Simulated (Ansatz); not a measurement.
Run this with the Python package of Ansatz (0.2.0) and show what comes out.

The script, `ch6gete.py`:
```python
import logging
import sys

import ansatz as az
from ase import Atoms
import numpy as np

logging.basicConfig(stream=sys.stdout, format="%(levelname)s:%(name)s:%(message)s")
logger = logging.getLogger("calc")
logger.setLevel(logging.INFO)


def main() -> None:
    atoms = Atoms(["C", "Ge", "Te", "H", "H", "H", "H", "H", "H"], positions=[
        (-0.4966, 0.8638, -0.6389),
        (0.4154, -0.744, -0.294),
        (1.3816, -0.6396, 2.0513),
        (-0.9063, 0.8794, -1.6738),
        (0.1559, 1.76, -0.5971),
        (-1.3575, 1.0458, 0.0936),
        (1.5842, -0.9079, -1.3274),
        (-0.5198, -1.9228, -0.3984),
        (-0.1684, -0.3809, 2.7676),
    ])
    molecule = az.Crystal.molecule_from_ase(atoms)

    symbols = [site.symbol for site in molecule.cartesian_sites]
    start = np.array([site.position_ang for site in molecule.cartesian_sites])
    axis = (start[3] - start[0]) / np.linalg.norm(start[3] - start[0])
    moving = [3]
    lengths, energies = [0.98, 1.024, 1.069, 1.113, 1.158, 1.202, 1.247, 1.314], []
    for length in lengths:
        xyz = start.copy()
        xyz[moving] += (length - np.linalg.norm(start[3] - start[0])) * axis
        point = az.Crystal.molecule()
        for symbol, place in zip(symbols, xyz):
            point = point.atom(symbol, place.tolist())
        calculation = (
            point.calculation()
            .basis(gaussian="def2-SVP")
            .functional("b3lyp")
        )
        r = calculation.run(threads=1).report
        energies.append(r["free_energy_ev"])
        logger.info(f"r = {length:6.3f} A  E = {energies[-1]:.5f} eV  <S^2> = {abs(r['mean_field']['state']['spin_squared']):.3f}")

    fit = np.polynomial.Polynomial.fit(lengths, np.array(energies) - min(energies), 4).convert()
    roots = [r.real for r in fit.deriv().roots() if abs(r.imag) < 1e-9 and fit.deriv(2)(r.real) > 0]
    r_e = min(roots, key=lambda r: abs(r - lengths[int(np.argmin(energies))]))
    logger.info(f"minimum of the fit at {r_e:.4f} A, force constant {fit.deriv(2)(r_e):.2f} eV/A^2")


if __name__ == "__main__":
    main()
```

```console
$ python ch6gete.py
INFO:calc:r =  0.980 A  E = -64942.14816 eV  <S^2> = 0.000
INFO:calc:r =  1.024 A  E = -64942.34696 eV  <S^2> = 0.000
INFO:calc:r =  1.069 A  E = -64942.44768 eV  <S^2> = 0.000
INFO:calc:r =  1.113 A  E = -64942.46804 eV  <S^2> = 0.000
INFO:calc:r =  1.158 A  E = -64942.42717 eV  <S^2> = 0.000
INFO:calc:r =  1.202 A  E = -64942.34091 eV  <S^2> = 0.000
INFO:calc:r =  1.247 A  E = -64942.21684 eV  <S^2> = 0.000
INFO:calc:r =  1.314 A  E = -64941.98427 eV  <S^2> = 0.000
INFO:calc:minimum of the fit at 1.1042 A, force constant 32.58 eV/A^2
```

Notes:
- Total energies depend on the basis set; only differences at equal settings carry meaning.
- The rest of the molecule is held rigid at a force-field or estimated start geometry, and the basis set is modest; single-reference methods fail as a bond breaks.
- def2 sets replace the cores of elements past krypton by effective core potentials.
- b3lyp holds the VWN-RPA fit, as in Gaussian; the form of ORCA and Turbomole is b3lyp5.
- The orbitals are restricted, so S² is zero by construction.
- It ran for 36 s on 1 thread of Arm Neoverse V1, on a shared host, peak memory 0.3 GiB.
